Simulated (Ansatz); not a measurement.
# Ge (Germanium): field gradients as cell or settings change

Aim: follow the field gradients at the nuclei of Ge (Germanium) through further changes. The cell is a COD entry. Its positions were relaxed in an earlier run. Planned: ions relaxed at fixed cell; a check of n_extra_bands; functional r2SCAN at the relaxed positions; a check of chi_scale with kind with precision.

Computed with Ansatz 0.2.0 (DFT, PBE, plane-wave PAW, default files, scalar-relativistic, as far as a step names no other, unless a step's input says otherwise).

## (1) Starting point

It takes space group Fd-3m (No. 227, cubic). Conventional cell: a = 5.657 Å, b = 5.657 Å, c = 5.657 Å, α = 90.00°, β = 90.00°, γ = 90.00°. Ge (site symmetry -43m) is surrounded by 4 Ge at 2.45 Å.

Coordinates:

```
CELL_PARAMETERS angstrom
0.00000 2.82868 2.82868
2.82868 0.00000 2.82868
2.82868 2.82868 0.00000
ATOMIC_POSITIONS crystal
Ge 0.00000 0.00000 0.00000
Ge 0.25000 0.25000 0.25000
```

The earlier run gave: no gap over 0.1 eV on the mesh, largest force 0.000 eV/Å, pressure 3.7 GPa.

Site by site (atoms counted from 1):

```tsv
site	atoms	first shell	V_zz (10²¹ V/m²)	η	C_Q (MHz)
Ge	1, 2	4 Ge at 2.45 Å	0.00	–	0 (⁷³Ge)
```

Conventions: |V_zz| ≥ |V_yy| ≥ |V_xx|, η = (V_xx − V_yy)/V_zz, C_Q = eQV_zz/h. Quadrupole moments are those of Pyykkö's year-2017 table.

## (2) Ions relaxed at fixed cell

Input file input.yaml:

```yaml
crystal:
  lattice:
    - [0.0, 2.828675, 2.828675]
    - [2.828675, 0.0, 2.828675]
    - [2.828675, 2.828675, 0.0]
  atoms:
    - { symbol: Ge, position: [0.0, 0.0, 0.0] }
    - { symbol: Ge, position: [0.25, 0.25, 0.25] }
kpoints:
  mp_grid: { grid: [14, 14, 14] }
scf:
  occupations: { method: fermi_dirac, width: 0.05 }
hamiltonian:
  xc: pbe
  pseudopotentials: { kind: paw }
output:
  forces: true
  stress: true
  populations: true
  efg: { quadrupole_moments_barn: { Ge: -0.196 }, contact_densities: true }
relax:
  f_tol: 0.02
  max_steps: 60
```

Command:

```sh
$ ansatz run input.yaml --threads 1 --pin off --max-ram 3072MiB --backend cpu --events-out ev --progress --plain --runs-dir out
```

Standard output, shortened:

```text
Warning: output.stress: scf.convergence.dr2_threshold = 1e-7 eV (the SCF's general default) is looser than the 2e-10 eV advised for a printed stress (1e-10 eV for each atom of the cell: 2). What an SCF threshold leaves in a stress goes as its square root, and in the free energy as the [...]
Warning: RAYON_NUM_THREADS=1 ignored (pool sized by the plan → 1); use --threads N
[...]
Pseudopotentials: kind: paw
Pseudopotential: Ge, paw, valence charge 14, recommended cutoff 420 eV (normal), Ge.paw.azcp
Functional definition: PBE
[...]
Crystal: 2 atoms, lattice volume = 45.267 Å³
Basis set: ecut = 420 eV, 893 PW (Γ), exchange–correlation on 54×54×54 points (8 copies of the dense FFT grid, shifted against one another)
Bands: 18, of which v1, the nominal top of the filled ones, is band 14 counted from 1 (13 counted from 0)
Symmetry: 48 space group operations
Space group: Fd-3m (ITA 227), of the structure as read, at distance tolerance 3.6e-5 Å
k-points: 104 of 2744
[...]
SCF iter   1: F=—  HF=-8589.940923 eV  |F-HF|=—  |Δ(HF+E_count)|=         —  Δρ=1.32e-3  dr2=8.16e-4  ethr=1.77e-3  ⟨swp⟩=6.0  Hψ=8953  notcnv=0
[...]
SCF iter   6: F=-8589.940451 eV  HF=-8589.940451 eV  |F-HF|=2.14e-9  |Δ(HF+E_count)|=   2.38e-8  Δρ=1.85e-6  dr2=8.28e-10  ethr=1.34e-10  ⟨swp⟩=2.0  Hψ=5937  notcnv=0
[...]
relax step   1: F+E_penalty+E_count = -8589.94045068 eV  Δ(F+E_penalty+E_count) = +0.000e0 eV  max|allowed force component| = 1.850e-17 eV/Å  Δτ_max = 0.0000 Å  (6 SCF iters, accepted)
NSCF: frozen V_eff on 104 k-points
[...]
SCF converged after 6 iterations
Free energy (F): -8589.940451 eV
[...]
E sigma→0 (E₀):  -8589.940303 eV
Entropy (-TS):   -0.000296 eV (-0.148 meV/atom)
Fermi energy:    8.642326 eV
[...]
--- Forces (eV/Å), atoms counted from 1 ---
  atom   1  Ge     0.00000000    -0.00000000    -0.00000000
  atom   2  Ge     0.00000000    -0.00000000     0.00000000
[...]
--- Stress (GPa, compression-positive) ---
        3.674395       0.000000      -0.000000
        0.000000       3.674395      -0.000000
        0.000000       0.000000       3.674395
  P = ⅓ Tr σ = 3.6744 GPa (36.744 kbar)
--- PAW observables at the nuclei: V_zz in 10²¹ V/m², potentials from the cell's mean, atoms counted from 1 ---
  atom   1  Ge V_zz =    -0.000000   η = 0.0000   by run symmetry: forbidden   C_q = +0.0000 MHz
            electrostatic potential = -4321.555373 V   contact ρ = 210253.920296 e/Å³
  atom   2  Ge V_zz =    -0.000000   η = 0.0000   by run symmetry: forbidden   C_q = +0.0000 MHz
            electrostatic potential = -4321.555373 V   contact ρ = 210253.920296 e/Å³
--- Band table (eV; the first three rows and the last of 104) ---
  k-point 0: bands = ["-16.2230", "-16.2230", "-16.2230", "-16.1873", "-16.1873", "-15.9756", "-15.9756", "-15.9756", "-15.9626", "-15.9626", "-4.1963", "8.5791", "8.5791", "8.5791", "8.6108", "11.1288", "11.1288", "11.1288"]
[...]
--- Relaxed structure (1 steps of the walk, 1 accepted, 0 SCFs on fresh bases) ---
  F+E_penalty+E_count = -8589.94045068 eV   max|allowed force component| = 1.850e-17 eV/Å
  atoms:
    - { symbol: Ge, position: [0.0, 0.0, 0.0] }
    - { symbol: Ge, position: [0.25, 0.25, 0.25] }
--- Löwdin populations: 2 sites ---
  site symbol       q [e]
     0     Ge     13.9805
     1     Ge     13.9805
  spilling = 0.001394 (of n_electrons = 28.000000)
```

Wall time 3.6 s (1 thread of Intel Xeon 6975P-C (Granite Rapids), shared host); peak memory 0.47 GiB.

No atom moved: the forces were under the tolerance from the start.

The run ends with no gap over 0.1 eV on the mesh, largest force 0.000 eV/Å, pressure 3.7 GPa.

What changed since step 1 (V_zz in 10²¹ V/m²):

| site | atoms | V_zz, PBE | V_zz, PBE relaxed | η, PBE | η, PBE relaxed |
| --- | --- | --- | --- | --- | --- |
| Ge | 1, 2 | 0.00 | 0.00 | – | – |

Site by site (atoms counted from 1):

| site | atoms | first shell | V_zz (10²¹ V/m²) | η | C_Q (MHz) |
| --- | --- | --- | --- | --- | --- |
| Ge | 1, 2 | 4 Ge at 2.45 Å | 0.00 | – | 0 (⁷³Ge) |

## (3) Trying other settings (scf.n_extra_bands = 16)

input.yaml: that of step 2 with these lines changed.

```diff
@@ -12,2 +12,3 @@
   occupations: { method: fermi_dirac, width: 0.05 }
+  n_extra_bands: 16
 hamiltonian:
@@ -20,4 +21 @@
   efg: { quadrupole_moments_barn: { Ge: -0.196 }, contact_densities: true }
-relax:
-  f_tol: 0.02
-  max_steps: 60
```

Command:

```sh
$ ansatz run input.yaml --threads 1 --pin off --max-ram 3072MiB --backend cpu --events-out ev --progress --plain --runs-dir out
```

Standard output, shortened:

```text
Warning: RAYON_NUM_THREADS=1 ignored (pool sized by the plan → 1); use --threads N
scf.n_extra_bands = 16 over 14 filled bands (N_el = 28.0): the run solves 30 bands
[...]
[... 3 set-up lines as earlier in the session ...]
[...]
Crystal: 2 atoms, lattice volume = 45.267 Å³
Basis set: ecut = 420 eV, 893 PW (Γ), exchange–correlation on 54×54×54 points (8 copies of the dense FFT grid, shifted against one another)
Bands: 30, of which v1, the nominal top of the filled ones, is band 14 counted from 1 (13 counted from 0)
[... 2 set-up lines as earlier in the session ...]
k-points: 104 of 2744
[...]
SCF iter   1: F=—  HF=-8589.940620 eV  |F-HF|=—  |Δ(HF+E_count)|=         —  Δρ=1.34e-3  dr2=8.60e-4  ethr=1.77e-3  ⟨swp⟩=6.0  Hψ=13745  notcnv=0  defer=431
[...]
Fermi energy:    8.642318 eV
[...]
--- Forces (eV/Å), atoms counted from 1 ---
  atom   1  Ge    -0.00000000     0.00000000    -0.00000000
  atom   2  Ge    -0.00000000     0.00000000    -0.00000000
[...]
--- Stress (GPa, compression-positive) ---
        3.674402       0.000000       0.000000
        0.000000       3.674402       0.000000
        0.000000      -0.000000       3.674402
  P = ⅓ Tr σ = 3.6744 GPa (36.744 kbar)
--- PAW observables at the nuclei: V_zz in 10²¹ V/m², potentials from the cell's mean, atoms counted from 1 ---
  atom   1  Ge V_zz =    +0.000000   η = 0.0000   by run symmetry: forbidden   C_q = -0.0000 MHz
            electrostatic potential = -4321.555503 V   contact ρ = 210253.920147 e/Å³
  atom   2  Ge V_zz =    +0.000000   η = 0.0000   by run symmetry: forbidden   C_q = -0.0000 MHz
            electrostatic potential = -4321.555503 V   contact ρ = 210253.920147 e/Å³
--- Band table (eV; the first three rows and the last of 104) ---
[...]
--- Löwdin populations: 2 sites ---
  site symbol       q [e]
     0     Ge     13.9805
     1     Ge     13.9805
  spilling = 0.001394 (of n_electrons = 28.000000)
```

Run time: 4.5 s. Hardware: 1 thread of Intel Xeon 6975P-C (Granite Rapids), shared host; peak memory 0.48 GiB.

State: no gap over 0.1 eV on the mesh, largest force 0.000 eV/Å, pressure 3.7 GPa.

Against step 2 (V_zz in 10²¹ V/m²):

| site | atoms | V_zz, PBE relaxed | V_zz, n_extra_bands 16 | η, PBE relaxed | η, n_extra_bands 16 |
| --- | --- | --- | --- | --- | --- |
| Ge | 1, 2 | 0.00 | 0.00 | – | – |

No site has a gradient above 0.15 × 10²¹ V/m² in either run. The free energy stayed within 0.1 meV/atom.

## (4) Functional r2SCAN at the relaxed positions

input.yaml: that of step 3 with these lines changed.

```diff
@@ -12,5 +12,4 @@
   occupations: { method: fermi_dirac, width: 0.05 }
-  n_extra_bands: 16
 hamiltonian:
-  xc: pbe
+  xc: r2scan
   pseudopotentials: { kind: paw }
@@ -21 +20,5 @@
   efg: { quadrupole_moments_barn: { Ge: -0.196 }, contact_densities: true }
+  write_density: true
+  write_potential: true
+  elf: true
+  volumetric_format: npy
```

Command:

```sh
$ ansatz run input.yaml --threads 1 --pin off --max-ram 3072MiB --backend cpu --events-out ev --progress --plain --runs-dir out
```

Standard output, shortened:

```text
Warning: RAYON_NUM_THREADS=1 ignored (pool sized by the plan → 1); use --threads N
[...]
[... 1 set-up line as earlier in the session ...]
Pseudopotential: Ge, paw, valence charge 14, recommended cutoff 500 eV (meta_gga), Ge.paw.azcp
Functional definition: r2SCAN
[...]
Crystal: 2 atoms, lattice volume = 45.267 Å³
Basis set: ecut = 500 eV, 1139 PW (Γ), exchange–correlation on 120×120×120 points (64 copies of the dense FFT grid, shifted against one another)
Bands: 18, of which v1, the nominal top of the filled ones, is band 14 counted from 1 (13 counted from 0)
[... 2 set-up lines as earlier in the session ...]
k-points: 104 of 2744
[...]
SCF iter   1: F=—  HF=-8605.803638 eV  |F-HF|=—  |Δ(HF+E_count)|=         —  Δρ=6.37e-3  dr2=5.83e-3  dr2_τ=4.54e-3  ethr=1.77e-3  ⟨swp⟩=6.0  Hψ=8919  notcnv=0
[...]
        0.693819       0.000000      -0.000000
       -0.000000       0.693819       0.000000
        0.000000       0.000000       0.693819
  P = ⅓ Tr σ = 0.6938 GPa (6.938 kbar)
--- PAW observables at the nuclei: V_zz in 10²¹ V/m², potentials from the cell's mean, atoms counted from 1 ---
  atom   1  Ge V_zz =    -0.000000   η = 0.0000   by run symmetry: forbidden   C_q = +0.0000 MHz
            electrostatic potential = -4322.053397 V   contact ρ = 210066.040513 e/Å³
  atom   2  Ge V_zz =    +0.000000   η = 0.0000   by run symmetry: forbidden   C_q = -0.0000 MHz
            electrostatic potential = -4322.053397 V   contact ρ = 210066.040513 e/Å³
--- Band table (eV; the first three rows and the last of 104) ---
  k-point 0: bands = ["-17.0354", "-17.0354", "-17.0354", "-16.9958", "-16.9958", "-16.7755", "-16.7755", "-16.7755", "-16.7564", "-16.7564", "-4.9204", "8.3812", "8.3812", "8.3812", "8.8268", "11.1076", "11.1076", "11.1076"]
[...]
--- Löwdin populations: 2 sites ---
  site symbol       q [e]
     0     Ge     13.9785
     1     Ge     13.9785
  spilling = 0.001536 (of n_electrons = 28.000000)
```

Wall time 6.2 s (1 thread of Intel Xeon 6975P-C (Granite Rapids), shared host); peak memory 0.56 GiB.

State: gap on the mesh 0.45 eV, largest force 0.000 eV/Å, pressure 0.7 GPa.

Beside the values of step 2 (V_zz in 10²¹ V/m²):

| site | atoms | V_zz, PBE relaxed | V_zz, r2SCAN | η, PBE relaxed | η, r2SCAN |
| --- | --- | --- | --- | --- | --- |
| Ge | 1, 2 | 0.00 | 0.00 | – | – |

The maps below are laid out on this run's own conventional cell (a, b, c = 5.657, 5.657, 5.657 Å).

Density in a lattice plane of the grid's cell (edges 5.66 and 5.66 Å, at 0.000 of the third edge), which holds Ge.

Ten even steps from ' ' (0.02 e/Å³) to '@' (56.84 e/Å³):
```
==::                                          ::
                                                
                                                
                                                
                                                
                                                
                                                
                                                
                      ::==::                    
                    ..++@@++..                  
                      ::==::                    
                                                
                                                
                                                
                                                
                                                
                                                
                                                
==::                                          ::
@@++..                                      ..++
```
Columns run along the first of these edges and rows up along the second, over one cell in 24 and 20 even steps from the bottom left corner. Atoms in the plane (fractional): Ge at (0.00, 0.00), Ge at (0.50, 0.50).

ELF in the same plane.

Ten even steps from '0' (0.01) to '9' (0.60):
```
002578641000000014687520
235689742100000124798653
567899753211111235799876
778998655433333455689987
667776667776667776667776
333455689987778998655433
111235799876567899753211
000124798653235689742100
000014687520002578641000
000013676410401467631000
000014687520002578641000
000124798653235689742100
111235799876567899753211
333455689987778998655433
667776667776667776667776
778998655433333455689987
567899753211111235799876
235689742100000124798653
002578641000000014687520
401467631000000013676410
```
Columns run along the first of these edges and rows up along the second, over one cell in 24 and 20 even steps from the bottom left corner. Atoms in the plane (fractional): Ge at (0.00, 0.00), Ge at (0.50, 0.50).

Both are smooth fields of the valence electrons: close to the nuclei they are not physical.

The highest ELF values outside the cores: 0.79 on the Ge–Ge line, 1.2 Å from Ge.

## (5) Settings changed: scf.initial_density.chi_scale = 0.1, scf.eigensolver.kind = davidson, basis.precision = f64

input.yaml: that of step 4 with these lines changed.

```diff
@@ -12,4 +12,6 @@
   occupations: { method: fermi_dirac, width: 0.05 }
+  initial_density: { chi_scale: 0.1 }
+  eigensolver: { kind: davidson }
 hamiltonian:
-  xc: r2scan
+  xc: pbe
   pseudopotentials: { kind: paw }
@@ -20,5 +22,3 @@
   efg: { quadrupole_moments_barn: { Ge: -0.196 }, contact_densities: true }
-  write_density: true
-  write_potential: true
-  elf: true
-  volumetric_format: npy
+basis:
+  precision: f64
```

Command:

```sh
$ ansatz run input.yaml --threads 1 --pin off --max-ram 3072MiB --backend cpu --events-out ev --progress --plain --runs-dir out
```

Standard output, shortened:

```text
Warning: RAYON_NUM_THREADS=1 ignored (pool sized by the plan → 1); use --threads N
[...]
[... 3 set-up lines as earlier in the session ...]
[...]
Crystal: 2 atoms, lattice volume = 45.267 Å³
Basis set: ecut = 420 eV, 893 PW (Γ), exchange–correlation on 54×54×54 points (8 copies of the dense FFT grid, shifted against one another)
Bands: 18, of which v1, the nominal top of the filled ones, is band 14 counted from 1 (13 counted from 0)
[... 2 set-up lines as earlier in the session ...]
k-points: 104 of 2744
[...]
SCF iter   1: F=—  HF=-8589.950988 eV  |F-HF|=—  |Δ(HF+E_count)|=         —  Δρ=3.35e-2  dr2=4.32e-1  ethr=1.00e-1  ⟨swp⟩=4.9  Hψ=4957  notcnv=0
[...]
        3.674560      -0.000000      -0.000000
       -0.000000       3.674560      -0.000000
       -0.000000       0.000000       3.674560
  P = ⅓ Tr σ = 3.6746 GPa (36.746 kbar)
--- PAW observables at the nuclei: V_zz in 10²¹ V/m², potentials from the cell's mean, atoms counted from 1 ---
  atom   1  Ge V_zz =    -0.000000   η = 0.0000   by run symmetry: forbidden   C_q = +0.0000 MHz
            electrostatic potential = -4321.555450 V   contact ρ = 210253.921053 e/Å³
  atom   2  Ge V_zz =    -0.000000   η = 0.0000   by run symmetry: forbidden   C_q = +0.0000 MHz
            electrostatic potential = -4321.555450 V   contact ρ = 210253.921053 e/Å³
--- Band table (eV; the first three rows and the last of 104) ---
  k-point 0: bands = ["-16.2231", "-16.2231", "-16.2231", "-16.1874", "-16.1874", "-15.9757", "-15.9757", "-15.9757", "-15.9627", "-15.9627", "-4.1963", "8.5791", "8.5791", "8.5791", "8.6108", "11.1288", "11.1288", "11.1288"]
[...]
--- Löwdin populations: 2 sites ---
  site symbol       q [e]
     0     Ge     13.9805
     1     Ge     13.9805
  spilling = 0.001394 (of n_electrons = 28.000000)
```

Run time: 4.1 s. Hardware: 1 thread of Intel Xeon 6975P-C (Granite Rapids), shared host; peak memory 0.4 GiB.

At the end: no gap over 0.1 eV on the mesh, largest force 0.000 eV/Å, pressure 3.7 GPa.

Against step 2 (V_zz in 10²¹ V/m²):

| site | atoms | V_zz, PBE relaxed | V_zz, new settings | η, PBE relaxed | η, new settings |
| --- | --- | --- | --- | --- | --- |
| Ge | 1, 2 | 0.00 | 0.00 | – | – |

No site has a gradient above 0.15 × 10²¹ V/m² in either run. The free energy stayed within 0.1 meV/atom.

## (6) What came out

| quantity | value |
| --- | --- |
| state (step 2) | no gap over 0.1 eV on the mesh, largest force 0.000 eV/Å, pressure 3.7 GPa |
| V_zz by site, step 2 (10²¹ V/m²) | all zero by symmetry |
| contact density, step 2 (a₀⁻³) | Ge 31156.4 |
| step 3 (scf.n_extra_bands = 16) against step 2 | no sizeable gradients |
| step 5 (scf.initial_density.chi_scale = 0.1, scf.eigensolver.kind = davidson, basis.precision = f64) against step 2 | no sizeable gradients |

**Reading.** All gradients vanish by symmetry in step 2.
